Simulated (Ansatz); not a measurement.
Runs of Ansatz 0.2.0 on Ir4W. It takes space group R-3m (No. 166, trigonal). Conventional cell: a = 2.756 Å, b = 2.756 Å, c = 33.932 Å, α = 90.00°, β = 90.00°, γ = 120.00°. Ir (site symmetry 3m) has 9 Ir at 2.76 to 2.80 Å and 3 W at 2.76 Å as nearest neighbours. Around Ir (site symmetry 3m) lie 12 Ir at 2.72 to 2.80 Å. Around W (site symmetry -3m) lie 6 W at 2.76 Å and 6 Ir at 2.76 Å. The cell comes from a database or a generator and needn't be the stable form of this composition.

| task | level | cell | cutoff (eV) | points for each segment of the path | gap on the mesh (eV) | pressure (GPa) | largest force (eV/Å) |
| --- | --- | --- | --- | --- | --- | --- | --- |
| band structure | revPBE | as given | 420 | 14 | none | 1.5 | 0.02 |
| relaxation of cell and atoms | PBEsol | relaxed | 420 | - | none | 0.0 | - |
| band structure | r2SCAN | as given | 500 | 14 | none | (a) | 0.06 |
| band structure | RPBE | as given | 420 | 14 | none | (b) | 0.03 |

Alike in all rows: potentials or basis Ansatz PAW; no spin polarisation; k mesh 11 × 11 × 11; smearing fermi-dirac 0.05 eV.

Problem. Fill in the values left out.

Solution. (a) -8.2; (b) 2.6.

Caveats: the PAW data sets come from PBE, with cores solved anew for the run's functional, which leaves a small shift of forces and pressure; the potentials were made for another functional, which shifts forces and pressure (some runs); the plane-wave basis is chosen anew once the cell has moved, so the energies of steps on either side of that aren't comparable (some runs).

A k mesh can miss the band edges, and the runs leave out spin-orbit coupling on Ir, W.

A gap of «none» marks a metal or a gap under the smearing width.

Not every run made on this cell is shown here.
